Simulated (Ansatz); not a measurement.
# SiF (Pm-3m) in Ansatz: a series of runs

The runs below take SiF through band structure, with PBE.

All numbers are computed with Ansatz 0.2.0; they aren't measurements. Logs are shortened: lines on timing, memory, paths and dates and some standing lists are left out, and cuts for length are marked.

## 1. Starting point

It takes space group Pm-3m (No. 221, cubic). Conventional cell: a = 3.029 Å, b = 3.029 Å, c = 3.029 Å, α = 90.00°, β = 90.00°, γ = 90.00°. Si (site symmetry m-3m) is surrounded by 8 F at 2.62 Å. F (site symmetry m-3m) is surrounded by 8 Si at 2.62 Å.

The cell was built by a generator and needn't be a form met in nature.

## 2. Band structure, PBE, 13.33 Å³/atom

input.yaml

```yaml
crystal:
  lattice:
    - [3.0286, 0.0, 0.0]
    - [0.0, 3.0286, 0.0]
    - [0.0, 0.0, 2.907456]
  atoms:
    - { symbol: Si, position: [0.5, 0.5, 0.5] }
    - { symbol: F, position: [0.0, 0.0, 0.0] }
hamiltonian:
  xc: pbe
  pseudopotentials: { kind: paw }
kpoints:
  mp_grid: { grid: [7, 7, 8] }
  band_path:
    path:
      - [[0.0, 0.0, 0.0], [0.0, 0.5, 0.0], [0.5, 0.5, 0.0], [0.0, 0.0, 0.0], [0.0, 0.0, 0.5], [0.0, 0.5, 0.5], [0.5, 0.5, 0.5], [0.0, 0.0, 0.5]]
      - [[0.0, 0.5, 0.0], [0.0, 0.5, 0.5]]
      - [[0.5, 0.5, 0.0], [0.5, 0.5, 0.5]]
    npoints: 14
scf:
  occupations: { method: fermi_dirac, width: 0.05 }
  n_extra_bands: 6
output:
  forces: true
  stress: true
  eigenvalues: true
  fatbands: true
  write_density: true
  write_potential: true
  elf: true
  volumetric_format: npy
```

Potentials or basis: Ansatz PAW.

On the command line:

```
$ ansatz run input.yaml --threads 2 --pin off --max-ram 5632MiB --backend cpu --events-out ev --progress --plain --runs-dir out
```

What it wrote:

```text
Warning: RAYON_NUM_THREADS=2 ignored (pool sized by the plan → 2); use --threads N
scf.n_extra_bands = 6 over 6 filled bands (N_el = 11.0): the run solves 12 bands
Engine: ansatz 0.2.0, x86_64-unknown-linux-gnu
Pseudopotentials: kind: paw
Pseudopotential: Si, paw, valence charge 4, recommended cutoff 420 eV (normal), Si.paw.azcp
Pseudopotential: F, paw, valence charge 7, recommended cutoff 420 eV (normal), F.paw.azcp
Functional definition: PBE
  parameter kappa = 0.804
  parameter beta = 0.06672455060314922
  exchange = pbe_x(kappa = kappa, mu = beta*pi^2/3)
  correlation = pbe_c(beta = beta)
Crystal: 2 atoms, lattice volume = 26.668 Å³
Basis set: ecut = 420 eV, 497 PW (Γ), exchange–correlation on 48×48×40 points (8 copies of the dense FFT grid, shifted against one another)
Bands: 12, of which v1, the nominal top of the filled ones, is band 6 counted from 1 (5 counted from 0)
Symmetry: 16 space group operations
Space group: P4/mmm (ITA 123), of the structure as read, at distance tolerance 3.0e-5 Å
k-points: 50 of 392
Non-local potential: Si, projectors of the file, l = 0: 2, l = 1: 2, l = 2: 2
Non-local potential: F, projectors of the file, l = 0: 2, l = 1: 2, l = 2: 1
PAW form: soft (Blöchl's): semilocal exchange-correlation on the pseudo side does not see the compensation charge
PAW one-centre angular grid: Si, 110 points (default); XC on 64 Gauss nodes
PAW one-centre angular grid: F, 110 points (default); XC on 64 Gauss nodes
Initial density: superposition of atomic densities (neutral atoms: chi_scale 0, normalization atom), corrected by the library's trained network
Initial wavefunctions: pseudopotential atomic-orbital guess
Functional: x = pbe(κ = 0.804, μ = 0.2195149727645171), c = pbe(β = 0.06672455060314922)
SCF iter   1: F=—  HF=-1441.955679 eV  |F-HF|=—  |Δ(HF+E_count)|=         —  Δρ=4.22e-3  dr2=5.38e-3  ethr=1.77e-3  ⟨swp⟩=7.4  Hψ=3936  notcnv=0  defer=6
preconditioner: auto → none  [metal: Δε(μ)=0.045 eV  Ē_g=13.750 eV  σ=0.050 eV  W_gap=0.22  n_scr=6 (ndim 8)  ℏωp=21.6 eV  f_vac=0.000  D(μ)=1.18/eV (n_scr^D=6)  sad-step TF]
SCF iter   2: F=—  HF=-1441.955542 eV  |F-HF|=—  |Δ(HF+E_count)|=   1.36e-4  Δρ=2.91e-3  dr2=2.71e-3  ethr=4.89e-5  ⟨swp⟩=1.2  Hψ=1019  notcnv=0  defer=30
SCF iter   3: F=—  HF=-1441.955202 eV  |F-HF|=—  |Δ(HF+E_count)|=   3.40e-4  Δρ=8.38e-4  dr2=9.64e-5  ethr=2.46e-5  ⟨swp⟩=2.4  Hψ=794  notcnv=0  defer=30
SCF iter   4: F=—  HF=-1441.955210 eV  |F-HF|=—  |Δ(HF+E_count)|=   7.30e-6  Δρ=8.26e-5  dr2=1.20e-6  ethr=8.76e-7  ⟨swp⟩=2.6  Hψ=803  notcnv=0  defer=30
SCF iter   5: F=—  HF=-1441.955210 eV  |F-HF|=—  |Δ(HF+E_count)|=   5.61e-7  Δρ=3.30e-5  dr2=2.05e-7  ethr=1.09e-8  ⟨swp⟩=1.7  Hψ=663  notcnv=0  defer=30
SCF iter   6: F=-1441.955210 eV  HF=-1441.955210 eV  |F-HF|=8.83e-10  |Δ(HF+E_count)|=  3.73e-10  Δρ=2.42e-6  dr2=1.17e-9  ethr=9.09e-10  ⟨swp⟩=11.2  Hψ=3531  notcnv=0
SCF 1 converged in 6 iterations: F = -1441.955210 eV  dr2 = 1.17e-9
NSCF: frozen V_eff on 129 k-points
SCF converged after 6 iterations
Free energy (F): -1441.955210 eV
Harris-Foulkes:  -1441.955210 eV  (|F-HF|=8.83e-10)
Internal energy: -1441.944934 eV  (E = F + TS)
E sigma→0 (E₀):  -1441.950072 eV
Entropy (-TS):   -0.010276 eV (-5.138 meV/atom)
Fermi energy:    7.505377 eV
--- Per-component energies (eV) ---
  E_band       = -14.871800
  E_kinetic    = 241.817918
  E_local      = -628.956898  (includes V_loc(G=0)·N_el)
  E_nonlocal   = 99.520347
  E_hartree    = 243.077306
  E_xc         = -133.630699
  E_vxc        = -147.059070  (∫ρ·V_xc dr)
  E_paw        = -711.171004  (= ΣΔE_a)
  E_vpaw       = -66.349738  (= ΣTr[D̂ρ^β])
  E_aug_tail   = 0.002028  (compensation charges beyond the density's cutoff)
  E_ewald      = -552.603932
  E_smearing   = -0.010276  (= −TS)
  E_closure    = -0.000000  (closes the sum)
  Σ components = -1441.955210   (vs F -1441.955210, Δ=0.00e0)
--- Forces (eV/Å), atoms counted from 1 ---
  atom   1  Si     0.00000000     0.00000000     0.00000000
  atom   2  F     -0.00000000    -0.00000000     0.00000000
  max |Σ_I F_I| component: 3.08e-31 eV/Å
--- Stress (GPa, compression-positive) ---
        5.587766       0.000000       0.000000
        0.000000       5.587766       0.000000
        0.000000       0.000000      -1.915357
  P = ⅓ Tr σ = 3.0867 GPa (30.867 kbar)
--- Band table (eV; the first three rows and the last of 50) ---
  k-point 0: bands = ["-16.8677", "-1.5735", "2.0058", "2.0058", "2.2874", "12.6243", "12.6243", "13.0419", "13.4882", "13.4985", "24.0957", "24.2767"]
  k-point 1: bands = ["-16.8246", "-1.6561", "2.0627", "2.0627", "2.3417", "10.9975", "12.6258", "12.6258", "13.2693", "16.0732", "23.9341", "23.9341"]
  k-point 2: bands = ["-16.7182", "-1.9121", "2.2036", "2.2036", "2.6740", "8.6646", "12.6227", "12.6227", "13.9160", "18.6139", "22.2274", "22.2274"]
  k-point 49: bands = ["-16.2599", "0.9624", "1.1543", "1.2878", "4.2342", "6.4811", "6.8006", "7.6421", "16.3644", "16.5984", "17.2957", "28.2973"]
```

Wall time 1.4 s (2 threads of Intel Xeon Platinum 8375C at 2.90GHz (Ice Lake), shared host); peak memory 0.35 GiB.

What came out:

```
Free energy            : -1441.9552 eV
Pressure               : 3.1 GPa
Band gap on the k mesh : none (metal or under the smearing width)
```

Caveat: the pressure holds a Pulay correction of +0.5 GPa for the finite cutoff; an odd number of electrons without spin polarisation forces a metal; a magnetic or distorted state may lie lower.

## 3. Band structure, PBE, 13.61 Å³/atom

Changes to input.yaml since step 2:

```diff
@@ -4,3 +4,3 @@
     - [0.0, 3.0286, 0.0]
-    - [0.0, 0.0, 2.907456]
+    - [0.0, 0.0, 2.968028]
   atoms:
@@ -26,6 +26,2 @@
   eigenvalues: true
-  fatbands: true
-  write_density: true
-  write_potential: true
-  elf: true
-  volumetric_format: npy
+  fatbands: false
```

Potentials or basis: Ansatz PAW.

On the command line:

```
$ ansatz run input.yaml --threads 2 --pin off --max-ram 5632MiB --backend cpu --events-out ev --progress --plain --runs-dir out
```

It took 1.1 s on 2 threads of Intel Xeon Platinum 8375C at 2.90GHz (Ice Lake), shared host; peak memory 0.33 GiB.

It converged, with:

* Free energy: -1441.9492 eV
* Pressure: 1.4 GPa
* Band gap on the k mesh: none (metal or under the smearing width)

Caveat: the pressure holds a Pulay correction of +0.5 GPa for the finite cutoff; an odd number of electrons without spin polarisation forces a metal; a magnetic or distorted state may lie lower.
